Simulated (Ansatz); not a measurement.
Working through a scan of one input key of FeO, space group Fm-3m

Program: the Python package of Ansatz (0.2.0).

Interactive session:
```pycon
>>> import ansatz as az
>>> import pandas as pd
>>> xtal = (
...     az.Lattice.of((0.0, 2.1554, 2.1554), (2.1554, 0.0, 2.1554), (2.1554, 2.1554, 0.0))
...     .atom("Fe", (0.0, 0.0, 0.0))
...     .atom("O", (0.5, 0.5, 0.5))
...     .moments(Fe=3.5)
... )
>>> xtal.resolved().tree()["lattice"]
((0.0, 2.1554, 2.1554), (2.1554, 0.0, 2.1554), (2.1554, 2.1554, 0.0))
>>> setup = (
...     xtal.calculation()
...     .functional("mr2scan")
...     .basis(450)
...     .kpoints(mesh=(5, 5, 5))
...     .occupations("gaussian", width=0.3)
...     .spin("collinear")
...     .hubbard("Fe", "d", u_eff=4.0)
...     .band_table()
... )
>>> typed = setup.input()
>>> rows = []
>>> for value in [4, 6, 9]:
...     edited = typed.set(az.key.basis.ecutrho_ratio, value)
...     rep = az.Session.from_dict(edited).plan().execute().report
...     rows.append((value, rep["free_energy_ev"], rep["n_iterations"], len(rep["eigenvalues_ev"][0]) if "eigenvalues_ev" in rep else 0))
...
DeckWarning: basis.ecutwfc = 450 eV is below the records' recommended 500 eV, and the density's cutoff is lower with it unless basis.ecutrho_ratio is high enough to keep the records' density cutoff: compare with a run at a higher cutoff
DeckWarning: basis.ecutrho_ratio = 4 (ecutrho = 1800 eV) is below the records' recommended 2000 eV
RunWarning: this result is not held to the crystal's symmetry: a search behind the close, the SCF from the whole filling of its shells under DFT+U, one down a way that the close's least curvature shows or from a spin flipped beside it, or a hybrid's further exchange loop reached it with operations of the symmetry [...]
>>> print(pd.DataFrame(rows, columns=["density ratio", "F eV", "iterations", "bands listed"]).round(4).to_string(index=False))
 density ratio       F eV  iterations  bands listed
             4 -5051.9871           2            17
             6 -5051.9871           2            17
             9 -5051.9871           2            17
>>> print(edited.to_yaml())
crystal:
  lattice:
    - [0.0, 2.1554, 2.1554]
    - [2.1554, 0.0, 2.1554]
    - [2.1554, 2.1554, 0.0]
  atoms:
    - { symbol: Fe, position: [0.0, 0.0, 0.0] }
    - { symbol: O, position: [0.5, 0.5, 0.5] }
basis:
  ecutwfc: 450.0
  ecutrho_ratio: 9
kpoints:
  mp_grid:
    grid: [5, 5, 5]
hamiltonian:
  xc: mr2scan
  hubbard:
    - { species: Fe, l: d, u_eff: 4.0 }
magnetization:
  spin_polarized: true
  per_species:
    Fe: 3.5
scf:
  occupations:
    method: gaussian
    width: 0.3
output:
  eigenvalues: true
```

These settings explore the input space; cutoff and mesh may be short of convergence. The cutoff lies under the one recommended for these potentials. Other magnetic orders than the one started from may lie lower. U, its shell and the double counting are chosen to explore, and aren't derived for this compound. The k-point mesh is coarse, and energy and stress weren't tested for convergence. With one magnetic atom the cell can hold only ferromagnetic order. Of the deposited cell: the entry's cell lengths or inner coordinates differ somewhat from later room-temperature determinations. An opening on this mesh may only mean that it misses a point where bands touch. The structure is a deposited one; some such entries were measured under pressure or heat, so a shift against it needn't be the functional's error alone. Warnings are shown shortened and without file and line. Run time: 100 s on 1 thread of Intel(R) Xeon(R) CPU @ 2.60GHz (Ice Lake), with other jobs on the host, peak memory 0.6 GiB.

(Lines on the test bed's own set-up are left out of the output.)
